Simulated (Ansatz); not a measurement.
# OH (SMILES [OH]): UPBE0/aug-cc-pVTZ

Aim: the electronic atomisation energy of OH at UPBE0/aug-cc-pVTZ, from 3 runs. 

The calculation is run with Ansatz 0.2.0.

28 further runs of the same task are left out: 28 set aside as unsound or not needed.

## 1. The structure to begin with

OH: 2 atoms, total charge 0, spin state doublet. As SMILES, `[OH]`. The shape is that of a PBE0-D4/def2-TZVP optimisation.

Bond lengths: O1–H2 0.973 Å.

## 2. The energy at UPBE0/aug-cc-pVTZ

run.yaml reads:

```yaml
basis:
  gaussian: {orbitals: aug-cc-pVTZ}
crystal:
  periodic: [false, false, false]
  atoms:
    - {symbol: O, position_ang: [0.415880, -0.133150, 0.214550]}
    - {symbol: H, position_ang: [-0.415880, 0.133150, -0.214550]}
magnetization: {spin_polarized: true, initial_magnetization: 1}
hamiltonian: {xc: pbe0}
accuracy: high
output: {orbitals: {seedname: orbitals}}
```

Launch:

```
$ ansatz run run.yaml --threads 1 --pin off --max-ram 3480MiB --events-out events.jsonl --progress --plain --runs-dir runs
```

Log:

```text
Warning: RAYON_NUM_THREADS=1 ignored (pool sized by the plan → 1); use --threads N
Functional definition: PBE0
  name "PBE0"
  parameter a = 0.25
  parameter kappa = 0.804
  parameter beta = 0.06672455060314922
  exchange = (1 - a)*pbe_x(kappa = kappa, mu = beta*pi^2/3) + a*exact_x
  correlation = pbe_c(beta = beta)
899 factors; integrals over basis functions are off by at most 3.0e-9 eV
mean field evaluation 1: about -2058.3527 eV, gradient 1.9e1 eV
mean field evaluation 2: about -2057.7554 eV, gradient 2.3e1 eV
mean field evaluation 4: about -2059.5108 eV, gradient 5.9e-2 eV
mean field evaluation 8: about -2059.5112 eV, gradient 7.0e-4 eV
mean field evaluation 16: about -2059.5112 eV, gradient 5.6e-8 eV
mean field -2059.51119346 eV, -75.6856403727 hartree, gradient 5.7e-8 eV, S^2 0.752934; 0 other end points of the search recorded, 0 dependent functions left out
reference -2059.51119595 eV, -75.6856404642 hartree; 5, 4 occupied and 64, 65 virtual orbitals, 899 factors
Total energy: -2059.51119595 eV, -75.6856404642 hartree
```

Wall time 1.4 s (1 thread of Arm Neoverse V2, shared host); peak memory 0.12 GiB.

## 3. The H atom

run.yaml reads:

```yaml
crystal:
  periodic: [false, false, false]
  atoms:
    - symbol: H
      position_ang: [0.000000, 0.000000, 0.000000]
basis:
  gaussian:
    orbitals: aug-cc-pVTZ
magnetization:
  spin_polarized: true
  initial_magnetization: 1
hamiltonian:
  xc: pbe0
accuracy: high
```

Run the same way, it converges to -0.50115 Eh (log not shown).

## 4. The O atom, same level

molecule.yaml reads:

```yaml
crystal:
  periodic: [false, false, false]
  atoms:
    - {symbol: O, position_ang: [0.000000, 0.000000, 0.000000]}
basis:
  gaussian:
    orbitals: aug-cc-pVTZ
magnetization:
  spin_polarized: true
  initial_magnetization: 2
hamiltonian:
  xc: {name: PBE0}
accuracy: high
```

Run the same way, it converges to -75.01628 Eh (log not shown).

## 5. Results

Level: UPBE0/aug-cc-pVTZ.

| quantity | value |
| --- | --- |
| molecule: total energy | -75.68564 Eh |
| molecule: HOMO energy (highest over α and β) | -9.24 eV |
| molecule: LUMO energy (lowest over α and β) | -4.31 eV |
| molecule: ⟨S²⟩ | 0.753 |
| H atom: total energy | -0.50115 Eh |
| H atom: ⟨S²⟩ | 0.750 |
| O atom: total energy | -75.01628 Eh |
| O atom: ⟨S²⟩ | 2.004 |
| electronic atomisation energy | 4.577 eV |

**Reading.** Taking the molecule apart into free atoms costs 4.58 eV (442 kJ/mol), before zero-point energy and without spin-orbit coupling.
